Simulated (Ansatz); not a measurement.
# CH₃BBrF: small, medium and large basis sets

Aim: see how fast density functionals converge with the basis set for CH₃BBrF.

The runs use Ansatz 0.2.0, Gaussian basis; one geometry, several basis sets.

The runs, in order: PBE0-D4/def2-SVP; ωB97M-V/def2-SVP; PBE0-D4/def2-QZVPP; ωB97M-V/def2-QZVPP; the functionals' def2-TZVPP values are taken from earlier runs.

### 1 The relaxed structure

The geometry comes from an earlier relaxation with PBE0-D4 in a triple-zeta def2 set; it is a stationary point, not always the lowest conformer.

SMILES `BC(F)Br`, 7 atoms, charge 0, spin multiplicity 1.

Atoms are counted from 1 here; the program's logs count them from 0.

Bond lengths: B1–C2 1.547 Å, B1–H5 1.191 Å, B1–H6 1.191 Å, C2–F3 1.333 Å, C2–Br4 2.055 Å, C2–H7 1.088 Å. Angles: C2–B1–H5 117.9°, C2–B1–H6 118.1°, H5–B1–H6 123.3°, B1–C2–F3 121.4°, B1–C2–Br4 77.0°, B1–C2–H7 124.6°, F3–C2–Br4 110.5°, F3–C2–H7 110.2°, Br4–C2–H7 103.7°.

### 2 PBE0-D4 in def2-SVP

Input file in.yaml:

```yaml
crystal:
  periodic: [false, false, false]
  atoms:
    - {symbol: B, position_ang: [-0.385182, 0.764566, 0.019436]}
    - {symbol: C, position_ang: [0.603884, -0.423236, 0.081255]}
    - {symbol: F, position_ang: [0.880414, -1.036815, 1.231431]}
    - {symbol: Br, position_ang: [-1.060801, -1.250995, -0.793466]}
    - {symbol: H, position_ang: [-0.333041, 1.485330, -0.927544]}
    - {symbol: H, position_ang: [-1.037917, 1.001295, 0.986551]}
    - {symbol: H, position_ang: [1.393841, -0.608044, -0.643464]}
basis:
  gaussian: {orbitals: def2-SVP}
hamiltonian: {xc: pbe0, dispersion: d4}
output: {orbitals: {seedname: orbitals}}
```

The run is started by

```sh
> ansatz run in.yaml --threads 2 --pin off --events-out ev --progress --plain --max-ram 4352MiB
```

The runs that follow: ωB97M-V in def2-SVP; PBE0-D4 in def2-QZVPP; ωB97M-V in def2-QZVPP.

Before running them: what should the planned runs give, taken together? Wanted: PBE0-D4: double and triple zeta above quadruple; ωB97M-V: double and triple zeta above quadruple.

The runs gave:

```
                                       quantity           value
PBE0-D4: double and triple zeta above quadruple  15.50, 1.67 eV
ωB97M-V: double and triple zeta above quadruple  15.58, 1.61 eV
```

PBE0-D4 gains 13.83 eV from double to triple zeta, then 1.67 eV more. These are total energies; as a rule much of such shifts cancels in differences, which this series doesn't test.
